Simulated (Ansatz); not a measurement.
# TaN: a minimum-energy path by PAW and LAPW

How high is the barrier in TaN on the path to the inverted structure? Run with PAW and LAPW; the cell is small, so the move is collective. Both runs start alike, so that frozen cores can be judged against all electrons.

All numbers below are computed with Ansatz 0.2.0 (DFT LDA, scalar-relativistic).

### Step 1. Starting point

The cell holds 2 atoms (NTa): a = 2.938 Å, b = 2.938 Å, c = 2.883 Å, α = 90.00°, β = 90.00°, γ = 120.00°.

Structure file:

```
Ta N
1.0
     2.93800    0.00000    0.00000
    -1.46900    2.54438    0.00000
     0.00000    0.00000    2.88300
Ta N
1 1
Direct
  0.33333 0.66667 0.50000
  0.00000 0.00000 0.00000
```

The geometry is a database entry used as it stands. It may stem from high pressure or temperature, or be incomplete, so it serves as a test cell.

### Step 2. Frozen-core PAW

input.yaml

```yaml
crystal:
  lattice:
    - [2.938, 0.0, 0.0]
    - [-1.469, 2.5443826363, 0.0]
    - [0.0, 0.0, 2.883]
  atoms:
    - { symbol: Ta, position: [0.3333333333, 0.6666666667, 0.5] }
    - { symbol: "N", position: [0.0, 0.0, 0.0] }
kpoints:
  mp_grid: { grid: [9, 9, 8] }
scf:
  occupations: { method: fermi_dirac, width: 0.02 }
hamiltonian:
  xc: lda
  pseudopotentials: { kind: paw }
output:
  forces: true
neb:
  images: 5
  f_tol: 0.05
  max_iterations: 40
  relax_end_points: true
  final_atoms:
    - { symbol: Ta, position: [0.5, 0.5, 0.5] }
    - { symbol: "N", position: [-0.1666666667, 0.1666666667, 0.0] }
```

Launch:

```
ansatz run input.yaml --threads 4 --pin off --max-ram 4096MiB --backend cpu --events-out ev --progress --plain --runs-dir out
```

The log of the run (excerpt; [...] marks lines left out):

```text
Warning: neb: disabling space-group detection — the band's intermediate images generally break the endpoint symmetry, so no spatial operation reduces the k-mesh or symmetrises the density, except that a semilocal band can use its path's symmetry ahead of convergence; time reversal is [...]
Pseudopotentials: kind: paw
Pseudopotential: Ta, paw, valence charge 13, recommended cutoff 420 eV (normal)
Pseudopotential: N, paw, valence charge 5, recommended cutoff 420 eV (normal)
Functional definition: SPW92
[...]
parallel-image band execution: 4 concurrent image workers
NEB image 0
Crystal: 2 atoms, lattice volume = 21.552 Å³
Basis set: ecut = 420 eV, 405 PW (Γ)
Bands: 13, of which v1, the nominal top of the filled ones, is band 9 counted from 1 (8 counted from 0)
Symmetry: 1 space group operations
k-points: 325 of 648 (time reversal used)
[...]
SCF iter   1: F=—  HF=-10059.261920 eV  |F-HF|=—  |Δ(HF+E_count)|=         —  Δρ=1.54e-2  dr2=5.32e-2  ethr=1.77e-3  ⟨swp⟩=6.2  Hψ=22148  notcnv=0
[...]
NSCF: frozen V_eff on 325 k-points
NEB image 6
[...]
SCF iter   3: F=—  HF=-10059.250267 eV  |F-HF|=—  |Δ(HF+E_count)|=   1.59e-3  Δρ=7.44e-4  dr2=6.51e-5  ethr=4.02e-5  ⟨swp⟩=2.4  Hψ=6753  notcnv=0
[...]
NSCF: frozen V_eff on 325 k-points
NEB end point (image 0): max|allowed force component| = 8.168e-6 eV/Å (the criterion of neb.relax_end_points is 1.000e-2)
NEB end point (image 6): max|allowed force component| = 8.641e-6 eV/Å (the criterion of neb.relax_end_points is 1.000e-2)
NEB image 0, for its relaxation
[...]
NEB image 0, for its relaxation
[...]
NEB image 0, for its relaxation
[...]
NEB image 0, for its relaxation
[...]
NEB image 0, for its relaxation
[...]
NEB image 0, for its relaxation
[...]
NEB image 0, for its relaxation
[...]
NEB image 0, for its relaxation
[...]
NEB image 0
[...]
NSCF: frozen V_eff on 325 k-points
NEB end point (image 0): relaxed in 48 SCF iterations, 0.000000 eV lower, largest move of an atom 0.000 Å; tested for a saddle point, 0 escaped on the way
NEB image 6, for its relaxation
[...]
NEB image 6, for its relaxation
[...]
NEB image 6, for its relaxation
[...]
NEB image 6, for its relaxation
[...]
NEB image 6, for its relaxation
[...]
NEB image 6, for its relaxation
[...]
NEB image 6, for its relaxation
[...]
NEB image 6, for its relaxation
[...]
NEB image 6
[...]
NSCF: frozen V_eff on 325 k-points
NEB end point (image 6): relaxed in 48 SCF iterations, 0.000000 eV lower, largest move of an atom 0.000 Å; tested for a saddle point, 0 escaped on the way
NEB image 1
Symmetry: 4 space group operations
```

### Step 3. The log goes on: path to the inverted structure

Output, continued (excerpt; [...] marks lines left out):

```text
k-points: 125 of 648 (time reversal used)
[...]
NEB image 2
[...]
NEB image 3
[...]
NEB image 4
[...]
NEB image 5
[...]
NEB iter   1: max|band force component| = 1.346e-7 eV/Å  barrier→ = 1.7302 eV  barrier← = 1.7302 eV  CI = image 3  Δτ_max = 0.0000 Å  (54 SCF iters)
[...]
NEB iter   2: max|band force component| = 1.295e-7 eV/Å  barrier→ = 1.7302 eV  barrier← = 1.7302 eV  CI = image 3  Δτ_max = 0.0000 Å  (108 SCF iters)
SCF converged after 6 iterations
Free energy (F): -10057.520029 eV
[...]
E sigma→0 (E₀):  -10057.519181 eV
Entropy (-TS):   -0.001696 eV (-0.848 meV/atom)
Fermi energy:    20.108962 eV
[...]
--- Forces (eV/Å), atoms counted from 1 ---
[...]
  climbing image's point = a first-order saddle point (lowest curvatures found: -23.47 and 33.82 eV/Å²)
  energies are F+E_penalty+E_count in eV, relative to image 0
  image     s (Å)  Δ vs image 0  max|band force component| (eV/Å)
      0    0.0000      0.000000                                 —
      1    0.1999      0.433669                         4.244e-11
      2    0.3998      1.313860                         4.497e-11
  *   3    0.5997      1.730225                          1.295e-7
      4    0.7996      1.313860                         4.545e-11
      5    0.9995      0.433669                         7.987e-11
      6    1.1994      0.000000                                 —
  saddle-point geometry (image 3):
  cell:  # Å, volume = 21.5516 Å³
    - [2.938, 0.0, 0.0]
    - [-1.469, 2.5443826363, 0.0]
    - [0.0, 0.0, 2.883]
  atoms:
    - { symbol: Ta, position: [0.41666666664999996, 0.5833333333499999, 0.5] }
    - { symbol: N, position: [-0.08333333335000001, 0.08333333335, 0.0] }
```

Wall time 66 s (4 threads of Arm Neoverse V2, shared host); peak memory 1 GiB.

### Step 4. Images and barrier

The 5 inner images lie between the fixed ends 0 and 6. Energy is taken from image 0, and the path length is the program's own coordinate along the band.

```tsv
image	path (Å)	energy (eV)	Ta1 x y z (Å)	N2 x y z (Å)	band force (eV/Å)
0	0.000	0.0000	0.00 1.70 1.44	0.00 0.00 0.00	-
1	0.200	0.4337	0.12 1.63 1.44	-0.12 0.07 0.00	0.000
2	0.400	1.3139	0.24 1.55 1.44	-0.24 0.14 0.00	0.000
3*	0.600	1.7302	0.37 1.48 1.44	-0.37 0.21 0.00	0.000
4	0.800	1.3139	0.49 1.41 1.44	-0.49 0.28 0.00	0.000
5	1.000	0.4337	0.61 1.34 1.44	-0.61 0.35 0.00	0.000
6	1.199	0.0000	0.73 1.27 1.44	-0.73 0.42 0.00	-
```

The star marks the climbing image.

image, energy (eV) and a bar:
```
        0      0.000 
        1      0.434 ########
        2      1.314 #######################
        3      1.730 ##############################
        4      1.314 #######################
        5      0.434 ########
        6      0.000
```

Positions of all images (Å):

```xyz
2
Lattice="2.938 0.000 0.000 -1.469 2.544 0.000 0.000 0.000 2.883" Properties=species:S:1:pos:R:3 pbc="T T T" image=0 dE=0.0000
Ta    0.000    1.696    1.442
N     0.000    0.000    0.000
2
Lattice="2.938 0.000 0.000 -1.469 2.544 0.000 0.000 0.000 2.883" Properties=species:S:1:pos:R:3 pbc="T T T" image=1 dE=0.4337
Ta    0.122    1.626    1.442
N    -0.122    0.071    0.000
2
Lattice="2.938 0.000 0.000 -1.469 2.544 0.000 0.000 0.000 2.883" Properties=species:S:1:pos:R:3 pbc="T T T" image=2 dE=1.3139
Ta    0.245    1.555    1.442
N    -0.245    0.141    0.000
2
Lattice="2.938 0.000 0.000 -1.469 2.544 0.000 0.000 0.000 2.883" Properties=species:S:1:pos:R:3 pbc="T T T" image=3 dE=1.7302
Ta    0.367    1.484    1.442
N    -0.367    0.212    0.000
2
Lattice="2.938 0.000 0.000 -1.469 2.544 0.000 0.000 0.000 2.883" Properties=species:S:1:pos:R:3 pbc="T T T" image=4 dE=1.3139
Ta    0.490    1.414    1.442
N    -0.490    0.283    0.000
2
Lattice="2.938 0.000 0.000 -1.469 2.544 0.000 0.000 0.000 2.883" Properties=species:S:1:pos:R:3 pbc="T T T" image=5 dE=0.4337
Ta    0.612    1.343    1.442
N    -0.612    0.353    0.000
2
Lattice="2.938 0.000 0.000 -1.469 2.544 0.000 0.000 0.000 2.883" Properties=species:S:1:pos:R:3 pbc="T T T" image=6 dE=0.0000
Ta    0.735    1.272    1.442
N    -0.735    0.424    0.000
```

### Step 5. Full-potential LAPW

Changes to input.yaml since step 2:

```diff
@@ -14,3 +14,3 @@
   xc: lda
-  pseudopotentials: { kind: paw }
+  pseudopotentials: { kind: all_electron, lapw: { basis_error: 0.001 } }
 output:
```

Launch:

```
ansatz run input.yaml --threads 4 --pin off --max-ram 4096MiB --backend cpu --events-out ev --progress --plain --runs-dir out
```

The log of the run (excerpt; [...] marks lines left out):

```text
Warning: neb: disabling space-group detection — the band's intermediate images generally break the endpoint symmetry, so no spatial operation reduces the k-mesh or symmetrises the density, except that a semilocal band can use its path's symmetry ahead of convergence; time reversal is [...]
LAPW: plane waves up to 9.917 Å⁻¹, error target 1.0e-3 eV per atom; small_component_spin mean_spin; N in spheres of 0.912 Å, 7 of its electrons in bands, Dirac shells []; Ta in spheres of 1.248 Å, 43 of its electrons in bands, Dirac shells []
[...]
Pseudopotentials: kind: all_electron
Pseudopotential: Ta, LAPW, valence charge 43, Koelling and Harmon's equation, gaussian nucleus
Pseudopotential: N, LAPW, valence charge 7, Koelling and Harmon's equation, gaussian nucleus
Functional definition: SPW92
[...]
parallel-image band execution: 3 concurrent image workers
[...]
the basis was enlarged: its passes take 1.2 MiB over the memory plan, 1 of 1 planned eigensolver slots
[...]
NEB image 2
[...]
the basis was enlarged: its passes take 1.2 MiB over the memory plan, 1 of 1 planned eigensolver slots
[...]
NEB image 3
[...]
the basis was enlarged: its passes take 1.2 MiB over the memory plan, 1 of 1 planned eigensolver slots
[...]
NEB image 4
[...]
the basis was enlarged: its passes take 888.7 KiB over the memory plan, 2 of 2 planned eigensolver slots
[...]
NEB image 5
[...]
the basis was enlarged: its passes take 888.7 KiB over the memory plan, 2 of 2 planned eigensolver slots
[...]
NEB iter   1: max|band force component| = 2.547e-7 eV/Å  barrier→ = 1.7198 eV  barrier← = 1.7198 eV  CI = image 3  Δτ_max = 0.0000 Å  (60 SCF iters)
NEB image 1
[...]
NEB image 2
[...]
[...]
```

### Step 6. The output, continued: path to the inverted structure, LAPW in place of PAW files

Output, continued (excerpt; [...] marks lines left out):

```text
[...]
NEB image 3
[...]
NEB image 4
[...]
NEB image 5
[...]
NEB image 1
NSCF: frozen V_eff on 325 k-points
NEB image 2
NSCF: frozen V_eff on 325 k-points
NEB image 4
NSCF: frozen V_eff on 325 k-points
NEB image 5
NSCF: frozen V_eff on 325 k-points
NEB image 3
NSCF: frozen V_eff on 325 k-points
[...]
NEB image 3, as the band closes
[...]
NEB point 1 about image 3
[...]
NEB point 2 about image 3
[...]
NEB point 3 about image 3
the walk goes on from step 1 on a new basis, cutoff 488.0 eV. Why: the LAPW basis doesn't serve this geometry: the muffin-tin spheres of Ta and N overlap: the atoms stand 1.978 Å apart, and the radii add up to 1.996 Å
[...]
  climbing image's point = a first-order saddle point (lowest curvatures found: -23.32 and 33.34 eV/Å²)
  energies are F+E_penalty+E_count in eV, relative to image 0
  image     s (Å)  Δ vs image 0  max|band force component| (eV/Å)
      0    0.0000      0.000000                                 —
      1    0.1999      0.431171                          2.178e-7
      2    0.3998      1.306301                          1.174e-7
  *   3    0.5997      1.719801                          2.589e-8
      4    0.7996      1.306301                          1.457e-7
      5    0.9995      0.431171                          2.259e-7
      6    1.1994     -0.000000                                 —
  saddle-point geometry (image 3):
  cell:  # Å, volume = 21.5516 Å³
    - [2.938, 0.0, 0.0]
    - [-1.469, 2.5443826363, 0.0]
    - [0.0, 0.0, 2.883]
  atoms:
    - { symbol: Ta, position: [0.41666666664999996, 0.5833333333499999, 0.5] }
    - { symbol: N, position: [-0.08333333335000001, 0.08333333335, 0.0] }
```

It took 26 min on 4 threads of Arm Neoverse V2, shared host; peak memory 3.8 GiB.

### Step 7. Images and barrier

Images 0 and 6 are the ends. Energies count from image 0; the path length is the program's own measure over all atoms.

```tsv
image	path (Å)	energy (eV)	Ta1 x y z (Å)	N2 x y z (Å)	band force (eV/Å)
0	0.000	0.0000	0.00 1.70 1.44	0.00 0.00 0.00	-
1	0.200	0.4312	0.12 1.63 1.44	-0.12 0.07 0.00	0.000
2	0.400	1.3063	0.24 1.55 1.44	-0.24 0.14 0.00	0.000
3*	0.600	1.7198	0.37 1.48 1.44	-0.37 0.21 0.00	0.000
4	0.800	1.3063	0.49 1.41 1.44	-0.49 0.28 0.00	0.000
5	1.000	0.4312	0.61 1.34 1.44	-0.61 0.35 0.00	0.000
6	1.199	0.0000	0.73 1.27 1.44	-0.73 0.42 0.00	-
```

The star marks the climbing image.

image, energy (eV) and a bar:
```
        0      0.000 
        1      0.431 ########
        2      1.306 #######################
        3      1.720 ##############################
        4      1.306 #######################
        5      0.431 ########
        6      0.000
```

### Step 8. Results

| quantity | value |
| --- | --- |
| PAW: barrier forwards | 1.730 eV |
| PAW: barrier backwards | 1.730 eV |
| PAW: second end relative to first | 0.000 eV |
| PAW: highest image | 3 of 0 to 6, climbing |
| PAW: band iterations | 2 |
| LAPW: barrier forwards | 1.720 eV |
| LAPW: barrier backwards | 1.720 eV |
| LAPW: second end relative to first | 0.000 eV |
| LAPW: highest image | 3 of 0 to 6, climbing |
| LAPW: band iterations | 2 |

**Reading.** PAW: Along this path the system climbs 1.73 eV from the first end (67 kT at 300 K). The two ends lie within 1 meV of each other. One curvature at the top is negative and the next is not: a first-order saddle point. LAPW: Along this path the system climbs 1.72 eV from the first end (67 kT at 300 K). The highest points differ by 10 meV between the methods. Since every periodic image moves, this is not the barrier of a lone defect. LAPW took about 24 times as long as PAW (26 min against 66 s, on a shared host and with the outputs that each input asks for).
